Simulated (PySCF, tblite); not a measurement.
# C₄H₈F₂Si: geometry, infrared bands and NMR shifts

Aim: predict the infrared bands and NMR shifts of C₄H₈F₂Si (`F[C@@H]1CC[SiH2][C@@H]1F`).

Programs: tblite 0.8.0 and PySCF 2.14.0, with density-fitted response routines of our own. Each step states its level of theory. These are calculated values for one molecule in the gas phase, unless marked as measured. Atoms count from 0, in the outputs and in this text.

## 1. The starting structure

15 atoms, charge 0, multiplicity 1; geometry from: force field or distance geometry start.

Bonds of the start (Å): F0–C1 1.37, C1–C2 1.54, C2–C3 1.53, C3–Si4 1.92, Si4–C5 1.90, C5–F6 1.36, C5–C1 1.53, C1–H7 1.08, C2–H8 1.10, C2–H9 1.09, C3–H10 1.10, C3–H11 1.09, Si4–H12 1.49, Si4–H13 1.50, C5–H14 1.09.

## 2. Geometry optimisation with GFN2-xTB

Job settings and geometry (Å):

```
{"job": {"kind": "relax", "xc": "GFN2-xTB", "basis": "xTB"}, "charge": 0, "multiplicity": 1}
F     -1.645600     0.350000     1.162500
C     -1.238100     0.406600    -0.142200
C     -0.716100    -0.999200    -0.513000
C      0.553200    -1.261200     0.300400
Si     1.435200     0.440300     0.446300
C     -0.054400     1.373200    -0.266200
F     -0.282800     2.535300     0.396900
H     -2.077600     0.723900    -0.738300
H     -1.470500    -1.767400    -0.302400
H     -0.500900    -1.030000    -1.584600
H      0.291000    -1.603900     1.317200
H      1.188200    -2.021200    -0.165700
H      1.772200     0.752600     1.862800
H      2.611300     0.489400    -0.480900
H      0.130400     1.619600    -1.314800
```

The run is started by

```
> OMP_NUM_THREADS=1 python probes_run.py task.json out
```

One launch serves the whole session: the jobs run in the order shown.

**Question.** This job is followed by: GFN2-xTB harmonic vibrations, gas phase; GIAO PBE0/pcSseg-1 NMR shielding, non-relativistic, gas phase. Predict these results of the whole session: strongest single infrared mode (GFN2-xTB); zero-point energy (GFN2-xTB); ¹³C shifts against TMS (PBE0/pcSseg-1); ¹H shifts against TMS (PBE0/pcSseg-1); ¹⁹F shifts against CFCl3 (PBE0/pcSseg-1); ²⁹Si shifts against TMS (PBE0/pcSseg-1); surface potential, 1st and 99th percentile.

The runs gave:

| quantity | value |
| --- | --- |
| strongest single infrared mode (GFN2-xTB) | 2269 cm⁻¹, 309 km/mol |
| zero-point energy (GFN2-xTB) | 69.2 kcal/mol |
| ¹³C shifts against TMS (PBE0/pcSseg-1) | 98.7, 95.5, 30.9, 5.9 ppm |
| ¹H shifts against TMS (PBE0/pcSseg-1) | 5.38, 5.12, 4.44, 4.17, 2.35, 1.56, 1.21, 0.93 ppm |
| ¹⁹F shifts against CFCl3 (PBE0/pcSseg-1) | -219.8, -270.1 ppm |
| ²⁹Si shifts against TMS (PBE0/pcSseg-1) | -43.3 ppm |
| surface potential, 1st and 99th percentile | -1.29 V and 1.20 V |

What this shows: Relaxing lowered the energy by 0.119 eV in 66 steps; the close pair that moved most is Si4–H13, from 1.498 to 1.464 Å. No mode is imaginary among the 39: a minimum at this level. The strongest single mode, at 2269 cm⁻¹, moves mainly H13. GFN2-xTB is a fitted tight-binding method: band positions and strengths are rough. Its intensities can rank the bands wrongly. C1 (sp3 CH bonded to F) lies farthest downfield among carbon, at 98.7 ppm; deshielded by the electronegative neighbour. H7 (hydrogen on an sp3 CH bonded to F) lies farthest downfield among hydrogen, at 5.38 ppm; its carbon carries F, which withdraws density. At PBE0/pcSseg-1: The widest tensor belongs to C5: span 104 ppm, with a paramagnetic part of -157 ppm.
